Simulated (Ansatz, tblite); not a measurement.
# Dimethylphenylsulfonium iodide (C8H11IS): one state, many levels

One table from this session's results is given with a row withheld; the runs are named, their logs left out.

Method: as each input shows; program: Ansatz 0.2.0, Gaussian basis.

Plan: GFN1-xTB, GFN2-xTB, PBE-D4/def2-TZVP, r2SCAN-D4/def2-TZVP, ωB97X-V/def2-TZVP, CAM-B3LYP-D4/def2-TZVP, PBE-D4/def2-SVP, PBE0-D4/def2-SVP, MP2/def2-SVP, RPA/def2-SVP.

2 further runs of the same task are left out: 1 that didn't finish, 1 set aside as unsound or not needed.

### The relaxed structure

The singlet was relaxed beforehand with PBE0-D4/def2-SVP.

SMILES `C[S+](C)c1ccccc1.[I-]`, 21 atoms, charge 0, spin multiplicity 1.

Bond lengths: C1–S2 1.802 Å, C1–H10 1.098 Å, C1–H11 1.101 Å, C1–H12 1.098 Å, S2–C3 1.802 Å, S2–C4 1.821 Å, C3–H13 1.101 Å, C3–H14 1.098 Å, C3–H15 1.097 Å, C4–C5 1.394 Å, C4–C9 1.396 Å, C5–C6 1.395 Å, C5–H16 1.093 Å, C6–C7 1.392 Å, C6–H17 1.092 Å, C7–C8 1.396 Å, C7–H18 1.092 Å, C8–C9 1.392 Å and more. Angles: S2–C1–H10 106.1°, S2–C1–H11 104.9°, S2–C1–H12 110.5°, H10–C1–H11 110.2°, H10–C1–H12 111.1°, H11–C1–H12 113.6°, C1–S2–C3 103.4°, C1–S2–C4 99.4°, C3–S2–C4 99.5°, S2–C3–H13 104.8°, S2–C3–H14 106.2°, S2–C3–H15 110.6°, H13–C3–H14 110.4°, H13–C3–H15 113.4°, H14–C3–H15 111.1°, S2–C4–C5 114.6°, S2–C4–C9 124.6°, C5–C4–C9 120.7° and more.

I takes a core potential in the def2 sets. No spin-orbit coupling is included.

PBE0-D4/def2-TZVP was run before; its log isn't repeated, and its numbers join the tables.

The first run:

Tight binding, by tblite at 300 K electronic temperature and without a spin-polarisation term:

```python
tblite.interface.Calculator('GFN1-xTB', numbers, positions, charge=0, uhf=0).singlepoint()
```

Tight binding, by tblite at 300 K electronic temperature and without a spin-polarisation term:

```python
tblite.interface.Calculator('GFN2-xTB', numbers, positions, charge=0, uhf=0).singlepoint()
```

start.molden holds the orbitals of an earlier run on this state, given as this run's starting guess.

The input, in.yaml:

```yaml
crystal:
  periodic: [false, false, false]
  atoms:
    - {symbol: C, position_ang: [2.064312, 0.619587, 1.057011]}
    - {symbol: S, position_ang: [1.394192, -0.692934, 0.020048]}
    - {symbol: C, position_ang: [1.741291, -0.122612, -1.653385]}
    - {symbol: C, position_ang: [-0.375987, -0.275791, 0.118550]}
    - {symbol: C, position_ang: [-1.198505, -1.325426, 0.524962]}
    - {symbol: C, position_ang: [-2.573393, -1.118956, 0.636575]}
    - {symbol: C, position_ang: [-3.115665, 0.129236, 0.342216]}
    - {symbol: C, position_ang: [-2.286822, 1.175737, -0.066209]}
    - {symbol: C, position_ang: [-0.913585, 0.978327, -0.178035]}
    - {symbol: H, position_ang: [1.761752, 0.379652, 2.085319]}
    - {symbol: H, position_ang: [3.157167, 0.532498, 0.952241]}
    - {symbol: H, position_ang: [1.668449, 1.595268, 0.745803]}
    - {symbol: H, position_ang: [2.830338, -0.236418, -1.768651]}
    - {symbol: H, position_ang: [1.211250, -0.809485, -2.326267]}
    - {symbol: H, position_ang: [1.393957, 0.909618, -1.788467]}
    - {symbol: H, position_ang: [-0.762043, -2.301209, 0.754769]}
    - {symbol: H, position_ang: [-3.220057, -1.939219, 0.955898]}
    - {symbol: H, position_ang: [-4.192647, 0.290675, 0.428235]}
    - {symbol: H, position_ang: [-2.712855, 2.154700, -0.297653]}
    - {symbol: H, position_ang: [-0.277174, 1.806719, -0.498667]}
    - {symbol: I, position_ang: [4.406027, -1.749958, -0.044283]}
basis:
  gaussian: {orbitals: def2-TZVP, initial_orbitals: start.molden}
hamiltonian: {xc: pbe, dispersion: d4}
scf: {omitted_lower_state_checks: [starts]}
output: {forces: true, orbitals: {seedname: orbitals}}
```

On the command line:

```bash
> ansatz run in.yaml --threads 4 --pin off --events-out ev --progress --plain --max-ram 9574MiB
```

Steps of the session up to this table: PBE-D4/def2-TZVP; r2SCAN-D4/def2-TZVP; ωB97X-V/def2-TZVP; CAM-B3LYP-D4/def2-TZVP; PBE-D4/def2-SVP; PBE0-D4/def2-SVP; MP2/def2-SVP; RPA/def2-SVP.

One of the session's tables, all rows but one given; the rest of the session is left out.

It belongs to the step «Binding energy». 

| level | binding an atom (eV) |
| --- | --- |
| HF/def2-SVP | 3.193 |
| PBE-D4/def2-SVP | 4.473 |
| PBE-D4/def2-TZVP | 4.439 |
| r2SCAN-D4/def2-TZVP | 4.327 |
| PBE0-D4/def2-SVP | 4.395 |
| PBE0-D4/def2-TZVP | 4.359 |
| CAM-B3LYP-D4/def2-TZVP | 4.300 |
| ωB97X-V/def2-TZVP | 4.292 |
| MP2/def2-SVP | ? |

Estimate the missing values for MP2/def2-SVP.

**Answer.** binding an atom (eV): 4.172. In the column «binding an atom (eV)» it lies between HF/def2-SVP (3.193) and ωB97X-V/def2-TZVP (4.292).

Limits of these values: Free atoms were run apart at each level; binding is atoms less cluster, divided by the number of atoms, without zero-point or spin-orbit terms.
